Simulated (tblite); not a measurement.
**GFN2-xTB run of CH3NSSi (SMILES N#C[SiH2]S)**

Wanted: the charge distribution of CH3NSSi. The job is set up through a Python script.

Program for the calculation: tblite 0.8.0.

2 further runs of the same task are left out: 2 set aside as unsound or not needed.

## 1. The system as given

CH3NSSi has 7 atoms, charge 0, and is taken as a singlet. As SMILES, `N#C[SiH2]S`. All atoms were displaced at random from a relaxed shape.

Bond lengths: N1–C2 1.145 Å, C2–Si3 1.864 Å, Si3–S4 2.049 Å, Si3–H5 1.479 Å, Si3–H6 1.498 Å, S4–H7 1.516 Å. Angles: N1–C2–Si3 175.1°, C2–Si3–S4 112.8°, C2–Si3–H5 109.0°, C2–Si3–H6 109.5°, S4–Si3–H5 108.3°, S4–Si3–H6 106.4°, Si3–S4–H7 94.0°, H5–Si3–H6 110.9°.

## 2. Energy and one-electron properties at GFN2-xTB

The input, calc.py:

```python
import json
import numpy as np
from tblite.interface import Calculator
from tblite.interface import symbols_to_numbers

geometry = """
N     -0.749179    -2.197213     1.103961
C     -0.226013    -1.229445     0.787856
Si     0.484933     0.394869     0.213381
S     -0.790974     1.430268    -1.010392
H      1.736113     0.137075    -0.532503
H      0.740287     1.275455     1.398478
H     -1.062582     0.241987    -1.911772
"""
lines = [l.split() for l in geometry.strip().splitlines()]
symbols = [l[0] for l in lines]
numbers = np.array(symbols_to_numbers(symbols))
positions = np.array([l[1:4] for l in lines], float) / 0.529177210903

def energy(solvent=None):
    calc = Calculator("GFN2-xTB", numbers, positions, charge=0, uhf=0)
    calc.set("verbosity", 0)
    if solvent:
        calc.add("alpb-solvation", solvent)
    return calc.singlepoint()

wfn = energy()
solvents = ["nitromethane", "furane", "aniline", "water", "woctanol", "hexadecane", "methanol", "cs2"]
runs = [energy(s) for s in solvents]
print(f"gas phase: E = {wfn.get('energy'):.8f} Eh, dipole {np.linalg.norm(wfn.get('dipole')) * 2.541746:.3f} D")
print("solvent          dG(solv)/kJ/mol   dipole/D")
for s, x in zip(solvents, runs):
    print(f"{s:<14} {(x.get('energy') - wfn.get('energy')) * 2625.4996:12.4f} {np.linalg.norm(x.get('dipole')) * 2.541746:12.3f}")
out = {k: np.asarray(wfn.get(k)).tolist() for k in ("energy", "gradient", "charges", "dipole", "orbital-energies", "orbital-occupations")}
out.update(symbols=symbols, positions=(positions * 0.529177210903).tolist(), state_energies=[float(x.get("energy")) for x in runs], state_dipoles=[float(np.linalg.norm(x.get("dipole"))) for x in runs])
json.dump(out, open("results.json", "w"))
```

Command:

```bash
$ python calc.py
```

Q: Predict the results. Wanted: total energy; dipole moment; HOMO energy; LUMO energy; HOMO–LUMO gap; largest force on an atom.

**Answer.** As computed:

At GFN2-xTB:

```
                quantity         value
            total energy  -11.52091 Eh
           dipole moment        2.36 D
             HOMO energy     -11.02 eV
             LUMO energy      -7.34 eV
           HOMO–LUMO gap       3.68 eV
largest force on an atom    3.174 eV/Å
```
